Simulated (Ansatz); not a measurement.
# InMe2H (C₂H₇In): single points with varied inputs

How do the results and run time of InMe2H (C₂H₇In) respond when the settings are drawn wide?

The runs use Ansatz 0.2.0, Gaussian basis; the settings change from run to run.

1 further run of the same task is left out (set aside as unsound or not needed). Runs told in other sessions of the task aren't counted.

## Step 1: The geometry

An earlier r2SCAN-D4/def2-SVP relaxation fixed the geometry. In takes a core potential in def2 sets; no spin-orbit term is included.

10 atoms, charge 0, spin multiplicity 1.

Atoms are counted from 1 here; the program's logs count them from 0.

Bond lengths: In1–C2 2.175 Å, In1–C6 2.175 Å, In1–H10 1.742 Å, C2–H3 1.102 Å, C2–H4 1.102 Å, C2–H5 1.100 Å, C6–H7 1.103 Å, C6–H8 1.102 Å, C6–H9 1.100 Å. Angles: C2–In1–C6 118.7°, C2–In1–H10 120.7°, C6–In1–H10 120.7°, In1–C2–H3 109.7°, In1–C2–H4 110.1°, In1–C2–H5 112.3°, H3–C2–H4 107.2°, H3–C2–H5 108.6°, H4–C2–H5 108.8°, In1–C6–H7 109.6°, In1–C6–H8 110.3°, In1–C6–H9 112.2°, H7–C6–H8 107.2°, H7–C6–H9 108.5°, H8–C6–H9 108.9°.

## Step 2: r2SCAN0/def2-TZVP

Options: atoms shaken by 0.15 Å.

The input, in.yaml:

```yaml
crystal:
  periodic: [false, false, false]
  atoms:
    - {symbol: In, position_ang: [-0.487927, -0.800677, -0.208759]}
    - {symbol: C, position_ang: [1.611562, -0.763812, -0.225312]}
    - {symbol: H, position_ang: [1.840726, -0.190738, 0.935828]}
    - {symbol: H, position_ang: [2.111538, 0.078161, -0.863190]}
    - {symbol: H, position_ang: [1.993288, -1.913942, -0.223670]}
    - {symbol: C, position_ang: [-1.553111, 1.120257, 0.214970]}
    - {symbol: H, position_ang: [-1.200217, 1.605023, -1.102362]}
    - {symbol: H, position_ang: [-1.281061, 1.793133, 0.875213]}
    - {symbol: H, position_ang: [-2.468607, 1.304695, 0.080686]}
    - {symbol: H, position_ang: [-1.135428, -2.058591, 0.018642]}
basis:
  gaussian: {orbitals: def2-TZVP}
hamiltonian: {xc: {name: r2SCAN0}}
scf: {omitted_lower_state_checks: [starts]}
output: {forces: true}
```

Started as:

```console
> ansatz run in.yaml --threads 4 --pin off --events-out ev --progress --plain --max-ram 3916MiB
```

What it wrote (excerpt; [...] marks lines left out):

```text
Functional definition: r2SCAN0
  name "r2SCAN0"
  cite "Bursch, Neugebauer, Ehlert & Grimme, J. Chem. Phys. 156, 134105 (2022) doi:10.1063/5.0086040"
  cite "Furness, Kaplan, Ning, Perdew & Sun, J. Phys. Chem. Lett. 11, 8208 (2020) doi:10.1021/acs.jpclett.0c02405"
  cite "Furness, Kaplan, Ning, Perdew & Sun, J. Phys. Chem. Lett. 11, 9248 (2020) doi:10.1021/acs.jpclett.0c03077"
  parent r2scan
[...]
1149 factors; their error is unknown
[...]
mean field -7357.60365912 eV, -270.3869473099 hartree, gradient 1.6e-5 eV, S^2 0.000000; 0 other end points of the search recorded, 0 dependent functions left out
[...]
reference -7357.60367081 eV, -270.3869477395 hartree; 20, 20 occupied and 134, 134 virtual orbitals, 1149 factors
Total energy: -7357.60367081 eV, -270.3869477395 hartree
Atom 0 at    -0.487927    -0.800677    -0.208759 Å, force     1.679485     6.297958     0.331118 eV/Å
Atom 1 at     1.611562    -0.763812    -0.225312 Å, force     2.268303     1.404330     2.400321 eV/Å
Atom 2 at     1.840726    -0.190738     0.935828 Å, force    -0.642182    -2.187262    -3.152257 eV/Å
Atom 3 at     2.111538     0.078161    -0.863190 Å, force    -0.590400    -2.368488     0.744308 eV/Å
Atom 4 at     1.993288    -1.913942    -0.223670 Å, force    -0.321005     3.369604    -0.190472 eV/Å
Atom 5 at    -1.553111     1.120257     0.214970 Å, force     6.568951    -3.389655    -6.648936 eV/Å
Atom 6 at    -1.200217     1.605023    -1.102362 Å, force    -0.569949    -0.894458     3.829203 eV/Å
Atom 7 at    -1.281061     1.793133     0.875213 Å, force     2.474273     3.262140     3.080897 eV/Å
Atom 8 at    -2.468607     1.304695     0.080686 Å, force    -7.701946     0.236038    -0.987573 eV/Å
Atom 9 at    -1.135428    -2.058591     0.018642 Å, force    -3.165530    -5.730208     0.593392 eV/Å
Dipole moment:     0.016099    -0.101693    -0.112657 e Å
Checks for a lower state left out: starts
```

Wall time 3.3 s (4 threads of Arm Neoverse V2, shared host).

Largest force 9.942 eV/Å, dipole 0.73 D.

## Step 3: wB97/def2-mTZVPP

The input, in.yaml:

```yaml
crystal:
  periodic: [false, false, false]
  atoms:
    - {symbol: In, position_ang: [-0.424091, -0.726627, -0.003645]}
    - {symbol: C, position_ang: [1.751147, -0.712050, 0.000509]}
    - {symbol: H, position_ang: [2.117581, -0.251244, 0.932567]}
    - {symbol: H, position_ang: [2.127796, -0.100095, -0.835164]}
    - {symbol: H, position_ang: [2.174803, -1.723785, -0.081059]}
    - {symbol: C, position_ang: [-1.480616, 1.174873, 0.004293]}
    - {symbol: H, position_ang: [-1.287569, 1.708685, -0.940861]}
    - {symbol: H, position_ang: [-1.109187, 1.814290, 0.821427]}
    - {symbol: H, position_ang: [-2.567114, 1.046792, 0.117993]}
    - {symbol: H, position_ang: [-1.302750, -2.230849, -0.016060]}
basis:
  gaussian: {orbitals: def2-mTZVPP}
hamiltonian: {xc: {name: wB97}}
scf: {omitted_lower_state_checks: [starts]}
output: {forces: true}
```

Launched as before.

What it wrote (excerpt; [...] marks lines left out):

```text
Functional definition: wB97
  name "wB97"
  cite "Chai & Head-Gordon, J. Chem. Phys. 128, 084106 (2008) doi:10.1063/1.2834918"
  cite "Becke, J. Chem. Phys. 107, 8554 (1997) doi:10.1063/1.475007"
[...]
  # The coefficients of nought are those of the uniform gas.
[...]
      + integral(e_c_pw_opposite_spin*poly(b97_u_opposite, 1, cos1, cos2, cos3, cos4))
[...]
1138 factors; their error is unknown
380 factors; integrals over basis functions are off by at most 2.4e-5 eV
[...]
mean field -7362.67826867 eV, -270.5734357710 hartree, gradient 2.4e-5 eV, S^2 0.000000; 0 other end points of the search recorded, 0 dependent functions left out
[...]
reference -7362.67825380 eV, -270.5734352244 hartree; 20, 20 occupied and 89, 89 virtual orbitals, 1138 factors
Total energy: -7362.67825380 eV, -270.5734352244 hartree
Atom 0 at    -0.424091    -0.726627    -0.003645 Å, force     0.022579     0.038283    -0.000107 eV/Å
Atom 1 at     1.751147    -0.712050     0.000509 Å, force    -0.029537     0.025920     0.001683 eV/Å
Atom 2 at     2.117581    -0.251244     0.932567 Å, force    -0.059826    -0.128346    -0.238215 eV/Å
Atom 3 at     2.127796    -0.100095    -0.835164 Å, force    -0.067649    -0.168773     0.216650 eV/Å
Atom 4 at     2.174803    -1.723785    -0.081059 Å, force    -0.092614     0.270108     0.022152 eV/Å
Atom 5 at    -1.480616     1.174873     0.004293 Å, force     0.036533    -0.013550    -0.001281 eV/Å
Atom 6 at    -1.287569     1.708685    -0.940861 Å, force    -0.075325    -0.111355     0.241211 eV/Å
Atom 7 at    -1.109187     1.814290     0.821427 Å, force    -0.119908    -0.146070    -0.213028 eV/Å
Atom 8 at    -2.567114     1.046792     0.117993 Å, force     0.280038     0.052618    -0.030689 eV/Å
Atom 9 at    -1.302750    -2.230849    -0.016060 Å, force     0.105710     0.181164     0.001624 eV/Å
Dipole moment:     0.044448     0.076231     0.000477 e Å
Checks for a lower state left out: starts
```

Wall time 2.7 s (4 threads of Arm Neoverse V2, shared host).

Largest force 0.287 eV/Å, dipole 0.42 D.

## Step 4: wPBEh/def2-TZVP

Options: charge +1, multiplicity 2.

in.yaml, as its differences from that of step 3:

```diff
@@ -14,5 +14,6 @@
 basis:
-  gaussian: {orbitals: def2-mTZVPP}
-hamiltonian: {xc: {name: wB97}}
+  gaussian: {orbitals: def2-TZVP}
+total_charge: 1
+magnetization: {spin_polarized: true, initial_magnetization: 1}
+hamiltonian: {xc: {name: wPBEh}}
 scf: {omitted_lower_state_checks: [starts]}
-output: {forces: true}
```

Same command.

What it wrote (excerpt; [...] marks lines left out):

```text
Functional definition: wPBEh
  name "wPBEh"
  cite "Heyd, Scuseria & Ernzerhof, J. Chem. Phys. 118, 8207 (2003) doi:10.1063/1.1564060"
  cite "Krukau, Vydrov, Izmaylov & Scuseria, J. Chem. Phys. 125, 224106 (2006) doi:10.1063/1.2404663"
  cite "Heyd & Scuseria, J. Chem. Phys. 120, 7274 (2004) doi:10.1063/1.1668634"
  cite "Ernzerhof & Perdew, J. Chem. Phys. 109, 3313 (1998) doi:10.1063/1.476928"
  cite "Perdew, Burke & Ernzerhof, Phys. Rev. Lett. 77, 3865 (1996) doi:10.1103/PhysRevLett.77.3865"
  parent pbe
[...]
1149 factors; their error is unknown
90 factors; integrals over basis functions are off by at most 5.0e-7 eV
[...]
mean field -7350.56319209 eV, -270.1282149185 hartree, gradient 2.9e-5 eV, S^2 0.773128; 0 other end points of the search recorded, 0 dependent functions left out
reference -7350.56323464 eV, -270.1282164821 hartree; 20, 19 occupied and 134, 135 virtual orbitals, 1149 factors
Total energy: -7350.56323464 eV, -270.1282164821 hartree
Checks for a lower state left out: starts
```

Wall time 3.6 s (4 threads of Arm Neoverse V2, shared host).

⟨S²⟩ 0.773.

## Step 5: r2SCAN50/def2-mTZVPP

Set apart from the defaults: charge -1, multiplicity 2, D3(BJ) dispersion.

in.yaml, as its differences from that of step 4:

```diff
@@ -14,6 +14,5 @@
 basis:
-  gaussian: {orbitals: def2-TZVP}
-total_charge: 1
+  gaussian: {orbitals: def2-mTZVPP}
+total_charge: -1
 magnetization: {spin_polarized: true, initial_magnetization: 1}
-hamiltonian: {xc: {name: wPBEh}}
-scf: {omitted_lower_state_checks: [starts]}
+hamiltonian: {xc: {name: r2SCAN50}, dispersion: d3bj}
```

Launched as before.

What it wrote (excerpt; [...] marks lines left out):

```text
Warning: the engine holds no damping parameters fitted to this dispersion correction and functional, so the run takes those fitted to r2scan50 beside the three-body term, which d3bj leaves out (hamiltonian.dispersion, under Limitations)
Functional definition: r2SCAN50
  name "r2SCAN50"
  cite "Bursch, Neugebauer, Ehlert & Grimme, J. Chem. Phys. 156, 134105 (2022) doi:10.1063/5.0086040"
  cite "Furness, Kaplan, Ning, Perdew & Sun, J. Phys. Chem. Lett. 11, 8208 (2020) doi:10.1021/acs.jpclett.0c02405"
  cite "Furness, Kaplan, Ning, Perdew & Sun, J. Phys. Chem. Lett. 11, 9248 (2020) doi:10.1021/acs.jpclett.0c03077"
  parent r2scan
[...]
1128 factors; integrals over basis functions are off by at most 1.3e-3 eV
[...]
mean field -7360.33735226 eV, -270.4874086797 hartree, gradient 1.1e-5 eV, S^2 0.757187; 0 other end points of the search recorded, 0 dependent functions left out
reference -7360.33737215 eV, -270.4874094106 hartree; 21, 20 occupied and 88, 89 virtual orbitals, 1128 factors
Total energy: -7360.39392113 eV, -270.4894875473 hartree
```

Wall time 3.8 s (4 threads of Arm Neoverse V2, shared host).

⟨S²⟩ 0.757.

## Step 6: The runs in one table

```
               level  charge  multiplicity  geometry  functions  energy (eV)   time
   r2SCAN0/def2-TZVP       0             1    shaken        154    -7357.604  3.3 s
    wB97/def2-mTZVPP       0             1   relaxed        109    -7362.678  2.7 s
     wPBEh/def2-TZVP       1             2   relaxed        154    -7350.563  3.6 s
r2SCAN50/def2-mTZVPP      -1             2   relaxed        109    -7360.394  3.8 s
```

## Step 7: What came out

| quantity | value |
| --- | --- |
| runs | 4 |
| quickest | wB97/def2-mTZVPP, 2.7 s |
| slowest | r2SCAN50/def2-mTZVPP, 3.8 s |

The runs differ in state or geometry as well as level, so their energies can't be set against each other. The times lie within a factor of two. At the r2SCAN-D4/def2-SVP geometry and in the same state, the sound runs without point charges leave forces up to 0.29 eV/Å (wB97/def2-mTZVPP), against 9.9 eV/Å where the atoms were moved.
